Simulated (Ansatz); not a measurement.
**CH₄BF₂NO: a ladder of functionals and wavefunction methods**

One table from this session's results is given with a row withheld; the runs are named, their logs left out.

Computed with Ansatz 0.2.0, Gaussian basis. Level: functionals in def2-TZVPP, the program's frozen cores in correlated methods.

Plan: LDA (SPW92), PBE-D4, revPBE-D4, BLYP-D4, r2SCAN-D4, B97M-V, PBE0-D4, B3LYP-D4, r2SCANh-D4, r2SCAN0-D4, HSE06-D4, BHLYP-D4, CAM-B3LYP-D4, LC-ωPBE, ωB97X-V, ωB97M-V, B2PLYP, PBE-QIDH; CCSD(T)/def2-SVP; CCSD(T)/def2-TZVPP; MP2/def2-QZVPP; extrapolation to the limit; RPA on PBE.

### The geometry

All runs share one geometry, relaxed beforehand with PBE0-D4 in a triple-zeta def2 set.

10 atoms, charge 0, spin multiplicity 1.

Atoms are counted from 1 here; the program's logs count them from 0.

Bond lengths: N1–C2 1.303 Å, N1–H7 1.014 Å, N1–H8 1.010 Å, C2–O3 1.303 Å, C2–B5 1.658 Å, O3–H9 0.969 Å, F4–B5 1.383 Å, B5–F6 1.416 Å, B5–H10 1.224 Å. Angles: C2–N1–H7 114.5°, C2–N1–H8 125.7°, H7–N1–H8 119.8°, N1–C2–O3 120.6°, N1–C2–B5 117.7°, O3–C2–B5 121.5°, C2–O3–H9 113.9°, C2–B5–F4 109.0°, C2–B5–F6 103.2°, C2–B5–H10 105.5°, F4–B5–F6 112.2°, F4–B5–H10 114.2°, F6–B5–H10 111.9°.

The first run:

Contents of in.yaml:

```yaml
crystal:
  periodic: [false, false, false]
  atoms:
    - {symbol: N, position_ang: [-0.203291, -1.246618, -0.302411]}
    - {symbol: C, position_ang: [0.087444, -0.165499, 0.365172]}
    - {symbol: O, position_ang: [0.485994, -0.236662, 1.603485]}
    - {symbol: F, position_ang: [-0.790274, 2.152329, 0.273381]}
    - {symbol: B, position_ang: [0.013413, 1.281362, -0.440314]}
    - {symbol: F, position_ang: [-0.556023, 0.927515, -1.687465]}
    - {symbol: H, position_ang: [-0.519798, -1.082357, -1.251401]}
    - {symbol: H, position_ang: [-0.141386, -2.191210, 0.050141]}
    - {symbol: H, position_ang: [0.532420, -1.140288, 1.949226]}
    - {symbol: H, position_ang: [1.174700, 1.650230, -0.556915]}
basis:
  gaussian: {orbitals: def2-TZVPP}
hamiltonian: {xc: lda}
output: {orbitals: {seedname: orbitals}}
```

Steps of the session up to this table: LDA; PBE-D4 (GGA); revPBE-D4 (GGA); BLYP-D4 (GGA); r2SCAN-D4 (meta-GGA); B97M-V (meta-GGA); PBE0-D4 (hybrid); B3LYP-D4 (hybrid); r2SCANh-D4 (hybrid); r2SCAN0-D4 (hybrid); HSE06-D4 (hybrid); BHLYP-D4 (hybrid); CAM-B3LYP-D4 (range-separated); LC-ωPBE (range-separated); ωB97X-V (range-separated); ωB97M-V (range-separated); B2PLYP (double hybrid); PBE-QIDH (double hybrid).

One of the session's tables, all rows but one given; the rest of the session is left out.

It belongs to the step «Frontier levels by functional». 

```
  functional  HOMO (eV)  gap (eV)
 LDA (SPW92)      -6.11      3.59
      PBE-D4      -6.00      3.75
   revPBE-D4      -5.94      3.79
     BLYP-D4      -5.97      3.83
   r2SCAN-D4      -6.35      4.34
      B97M-V      -6.46      4.53
     PBE0-D4      -7.55      6.38
    B3LYP-D4      -7.38      5.93
  r2SCANh-D4      -6.93      5.32
  r2SCAN0-D4      -7.80      6.79
    HSE06-D4      -7.14      5.59
    BHLYP-D4      -9.13      9.10
CAM-B3LYP-D4      -9.05      9.07
     LC-ωPBE     -10.31     11.58
     ωB97X-V          ?         ?
     ωB97M-V      -9.91     10.75
```

**Question.** Estimate the row for ωB97X-V.

As computed: HOMO (eV): -10.02; gap (eV): 11.23. In the column «HOMO (eV)» it lies between LC-ωPBE (-10.31) and ωB97M-V (-9.91).
